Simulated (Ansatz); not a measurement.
# C2H8O2Si2: up Jacob's ladder to CCSD(T)

The task here is to estimate one member of a computed series from the others.

Computed with Ansatz 0.2.0, Gaussian basis. Level: functionals in def2-TZVPP, the program's frozen cores in correlated methods.

The runs, in order: PBE-D4, r2SCAN-D4, PBE0-D4, B3LYP-D4, ωB97X-V, ωB97M-V, B2PLYP; CCSD(T)/def2-TZVPP; MP2/def2-QZVPP; extrapolation to the limit.

## The geometry

An earlier PBE0-D4 in a triple-zeta def2 set relaxation fixed the geometry.

SMILES `C=C[SiH2][SiH](O)O`, 14 atoms, charge 0, spin multiplicity 1.

Atoms are counted from 1 here; the program's logs count them from 0.

Bond lengths: C1–C2 1.331 Å, C1–H7 1.087 Å, C1–H8 1.087 Å, C2–Si3 1.867 Å, C2–H9 1.090 Å, Si3–Si4 2.347 Å, Si3–H10 1.493 Å, Si3–H11 1.491 Å, Si4–O5 1.647 Å, Si4–O6 1.651 Å, Si4–H12 1.487 Å, O5–H13 0.959 Å, O6–H14 0.959 Å. Angles: C2–C1–H7 121.8°, C2–C1–H8 122.2°, H7–C1–H8 116.0°, C1–C2–Si3 124.3°, C1–C2–H9 117.8°, Si3–C2–H9 117.9°, C2–Si3–Si4 111.1°, C2–Si3–H10 109.7°, C2–Si3–H11 109.7°, Si4–Si3–H10 109.7°, Si4–Si3–H11 109.7°, H10–Si3–H11 106.7°, Si3–Si4–O5 104.6°, Si3–Si4–O6 112.6°, Si3–Si4–H12 114.0°, O5–Si4–O6 112.8°, O5–Si4–H12 110.6°, O6–Si4–H12 102.6° and more.

The first run:

in.yaml reads:

```yaml
crystal:
  periodic: [false, false, false]
  atoms:
    - {symbol: C, position_ang: [0.678472, 2.083002, -0.709819]}
    - {symbol: C, position_ang: [1.157708, 1.577623, 0.424204]}
    - {symbol: Si, position_ang: [0.697744, -0.097414, 1.107677]}
    - {symbol: Si, position_ang: [-0.578727, -1.318954, -0.436562]}
    - {symbol: O, position_ang: [-1.031077, -2.675958, 0.380535]}
    - {symbol: O, position_ang: [-1.865497, -0.461137, -1.015991]}
    - {symbol: H, position_ang: [0.973469, 3.065380, -1.069057]}
    - {symbol: H, position_ang: [-0.033135, 1.543984, -1.329490]}
    - {symbol: H, position_ang: [1.864619, 2.183128, 0.990932]}
    - {symbol: H, position_ang: [-0.070447, 0.069685, 2.377134]}
    - {symbol: H, position_ang: [1.933731, -0.856675, 1.452007]}
    - {symbol: H, position_ang: [0.156237, -1.677656, -1.678517]}
    - {symbol: H, position_ang: [-1.438449, -3.384175, -0.121914]}
    - {symbol: H, position_ang: [-2.444639, -0.050822, -0.371128]}
basis:
  gaussian: {orbitals: def2-TZVPP}
hamiltonian: {xc: pbe, dispersion: d4}
output: {forces: true, orbitals: {seedname: orbitals}}
```

The run is started by

```bash
ansatz run in.yaml --threads 2 --pin off --events-out ev --progress --plain --max-ram 22528MiB --backend cuda --devices 0, --max-vram 18GiB
```

Steps of the session up to this table: PBE-D4 (GGA); r2SCAN-D4 (meta-GGA); PBE0-D4 (hybrid); B3LYP-D4 (hybrid); ωB97X-V (range-separated); ωB97M-V (range-separated); B2PLYP (double hybrid); CCSD(T) in def2-TZVPP; MP2 in def2-QZVPP.

One of the session's tables, all rows but one given; the rest of the session is left out.

| method | atomisation energy (kcal/mol) |
| --- | --- |
| PBE-D4 | 1277.1 |
| r2SCAN-D4 | 1264.3 |
| PBE0-D4 | 1256.2 |
| B3LYP-D4 | 1260.6 |
| ωB97X-V | 1266.4 |
| ωB97M-V | 1265.2 |
| B2PLYP | 1247.8 |
| HF/def2-TZVPP | 924.4 |
| MP2/def2-TZVPP | 1250.5 |
| CCSD/def2-TZVPP | 1213.7 |
| CCSD(T)/def2-TZVPP | 1231.7 |
| MP2/CBS | ? |
| CCSD(T)/CBS | 1266.7 |

**Question.** Estimate the row for MP2/CBS.

As computed: atomisation energy (kcal/mol): 1285.6. In the column «atomisation energy (kcal/mol)» it is the highest.
